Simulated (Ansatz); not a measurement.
# CH3FSn (SMILES [CH3][Sn][F]): CCSD(T)/def2-SVPD (core potential)

Aim: the electronic atomisation energy of CH3FSn at CCSD(T)/def2-SVPD (core potential), from 5 runs. 

The results are computed with Ansatz 0.2.0.

41 further runs of the same task are left out: 41 set aside as unsound or not needed. Runs told in other sessions of the task aren't counted.

**1. The system as given**

CH3FSn has 6 atoms, charge 0, and is taken as a singlet. As SMILES, `[CH3][Sn][F]`. The shape is that of a PBE0-D4/def2-TZVP optimisation.

Bond lengths: C1–Sn2 2.175 Å, Sn2–F3 1.952 Å, C1–H4 1.094 Å, C1–H5 1.094 Å, C1–H6 1.092 Å. Angles: C1–Sn2–F3 92.9°, Sn2–C1–H4 108.9°, Sn2–C1–H5 108.8°, Sn2–C1–H6 113.1°, H4–C1–H5 107.3°, H4–C1–H6 109.3°, H5–C1–H6 109.2°.

**2. A single-point energy at CCSD(T)/def2-SVPD (core potential)**

molecule.yaml

```yaml
crystal:
  periodic: [false, false, false]
  atoms:
    - {symbol: C, position_ang: [-0.389800, 0.421200, -0.282900]}
    - {symbol: Sn, position_ang: [0.257100, -0.620500, 1.513600]}
    - {symbol: F, position_ang: [1.621600, -1.634100, 0.554100]}
    - {symbol: H, position_ang: [-0.684900, -0.317800, -1.033900]}
    - {symbol: H, position_ang: [0.458100, 0.979400, -0.691900]}
    - {symbol: H, position_ang: [-1.220000, 1.107700, -0.105200]}
basis:
  gaussian:
    orbitals: def2-SVPD
correlation:
  method: ccsd_t
  frozen_orbitals: {C: 1, F: 1, H: 0, Sn: 4}
accuracy: high
scf:
  omitted_lower_state_checks: [cluster_reference, increment]
```

Command:

```bash
ansatz run molecule.yaml --threads 1 --pin off --max-ram 2610MiB --events-out events.jsonl --progress --plain --runs-dir runs
```

Log, shortened:

```text
Warning: RAYON_NUM_THREADS=1 ignored (pool sized by the plan → 1); use --threads N
Functional definition: HF
  name "HF"
[...]
2143 factors; integrals over basis functions are off by at most 3.3e-9 eV
[...]
mean field -9587.26698583 eV, -352.3255632462 hartree, gradient 6.1e-9 eV, S^2 0.000000; 0 other end points of the search recorded, 0 dependent functions left out
6 core orbitals not correlated: weight in the atoms' cores, before any rotation towards them, 1.000 or more for the frozen orbitals, at most 0.000 for the correlated occupied ones
reference -9587.26698583 eV, -352.3255632462 hartree; 14, 14 occupied and 79, 79 virtual orbitals, 2143 factors
second order -12.38361391 eV of doubles, -0.00000000 eV of singles
cycle   1  -12.63879628 eV  change   -2.6e-1 eV  update   1.1e-1
[...]
cycle  22  -13.11037759 eV  change  -8.9e-10 eV  update   2.0e-9
perturbative correction -0.39428170 eV, -0.0144895851 hartree
Total energy: -9600.77164511 eV, -352.8218503211 hartree
Checks for a lower state left out: cluster_reference, increment
```

Wall time 34 s (1 thread of Arm Neoverse V2, shared host); peak memory 0.75 GiB.

**3. The C atom at the same level**

run.yaml

```yaml
crystal:
  periodic: [false, false, false]
  atoms:
    - symbol: C
      position_ang: [0.000000, 0.000000, 0.000000]
basis:
  gaussian:
    orbitals: def2-SVPD
magnetization:
  spin_polarized: true
  initial_magnetization: 2
correlation:
  method: ccsd_t
  frozen_orbitals: {C: 1}
accuracy: high
scf:
  omitted_lower_state_checks: [cluster_reference, increment]
```

Run the same way, it converges to -37.72198 Eh (log not shown).

**4. The F atom at the same level**

in.yaml

```yaml
basis:
  gaussian: {orbitals: def2-SVPD}
crystal:
  periodic: [false, false, false]
  atoms:
    - {symbol: F, position_ang: [0.000000, 0.000000, 0.000000]}
magnetization: {spin_polarized: true, initial_magnetization: 1}
correlation: {method: ccsd_t, frozen_orbitals: {F: 1}}
accuracy: high
scf: {omitted_lower_state_checks: [cluster_reference, increment]}
```

Run the same way, it converges to -99.44952 Eh (log not shown).

**5. The H atom: the energy at UHF/def2-SVPD**

input.yaml

```yaml
crystal:
  periodic: [false, false, false]
  atoms:
    - {symbol: H, position_ang: [0.000000, 0.000000, 0.000000]}
basis:
  gaussian:
    orbitals: def2-SVPD
magnetization:
  spin_polarized: true
  initial_magnetization: 1
accuracy: high
hamiltonian:
  xc: hf
```

Command:

```bash
ansatz run input.yaml --threads 1 --pin off --max-ram 2610MiB --events-out events.jsonl --progress --plain --runs-dir runs
```

Log:

```text
Warning: RAYON_NUM_THREADS=1 ignored (pool sized by the plan → 1); use --threads N
[... 2 set-up lines as earlier in the session ...]
  exchange = exact_x
  correlation = 0
33 factors; integrals over basis functions are off by at most 2.1e-9 eV
mean field evaluation 1: about -13.5522 eV, gradient 1.6e0 eV
mean field evaluation 2: about -13.5522 eV, gradient 1.6e0 eV
mean field evaluation 4: about -13.5861 eV, gradient 1.4e-4 eV
mean field evaluation 8: about -13.5861 eV, gradient 7.9e-9 eV
mean field -13.58605754 eV, -0.4992784057 hartree, gradient 7.9e-9 eV, S^2 0.750000; 0 other end points of the search recorded, 0 dependent functions left out
reference -13.58605754 eV, -0.4992784057 hartree; 1, 0 occupied and 7, 8 virtual orbitals, 33 factors
Total energy: -13.58605754 eV, -0.4992784057 hartree
```

Run time: 0.04 s. Hardware: 1 thread of Arm Neoverse V2, shared host.

**6. The Sn atom, same level**

input.yaml

```yaml
crystal:
  periodic: [false, false, false]
  atoms:
    - {symbol: Sn, position_ang: [0.000000, 0.000000, 0.000000]}
basis:
  gaussian:
    orbitals: def2-SVPD
magnetization:
  spin_polarized: true
  initial_magnetization: 2
correlation:
  method: ccsd_t
  frozen_orbitals: {Sn: 4}
scf:
  omitted_lower_state_checks: [cluster_reference, increment]
accuracy: high
```

Run the same way, it converges to -213.41179 Eh (log not shown).

**7. Results**

At CCSD(T)/def2-SVPD (core potential), 6 core orbitals frozen:

```
                                             quantity          value
                               molecule: total energy  -352.82185 Eh
molecule: correlation energy (6 core orbitals frozen)     -496.3 mEh
                             molecule: (T) correction     -14.49 mEh
                              molecule: T1 diagnostic          0.014
                                 C atom: total energy   -37.72198 Eh
   C atom: correlation energy (1 core orbital frozen)      -75.7 mEh
                               C atom: (T) correction      -1.31 mEh
            C atom: ⟨S²⟩ of the reference determinant          2.010
                                C atom: T1 diagnostic          0.008
                                 F atom: total energy   -99.44952 Eh
   F atom: correlation energy (1 core orbital frozen)     -159.9 mEh
                               F atom: (T) correction      -1.88 mEh
            F atom: ⟨S²⟩ of the reference determinant          0.754
                                F atom: T1 diagnostic          0.010
                                 H atom: total energy    -0.49928 Eh
                                         H atom: ⟨S²⟩          0.750
                                Sn atom: total energy  -213.41179 Eh
 Sn atom: correlation energy (4 core orbitals frozen)      -75.3 mEh
                              Sn atom: (T) correction      -1.75 mEh
           Sn atom: ⟨S²⟩ of the reference determinant          2.012
                               Sn atom: T1 diagnostic          0.006
                        electronic atomisation energy      20.156 eV
```

**Reading.** Taking the molecule apart into free atoms costs 20.16 eV (1945 kJ/mol), before zero-point energy and without spin-orbit coupling. The triples (molecule) make up 2.9 % of the correlation energy. The triples (C atom) make up 1.7 % of the correlation energy. The triples (F atom) make up 1.2 % of the correlation energy. The triples (Sn atom) make up 2.3 % of the correlation energy.
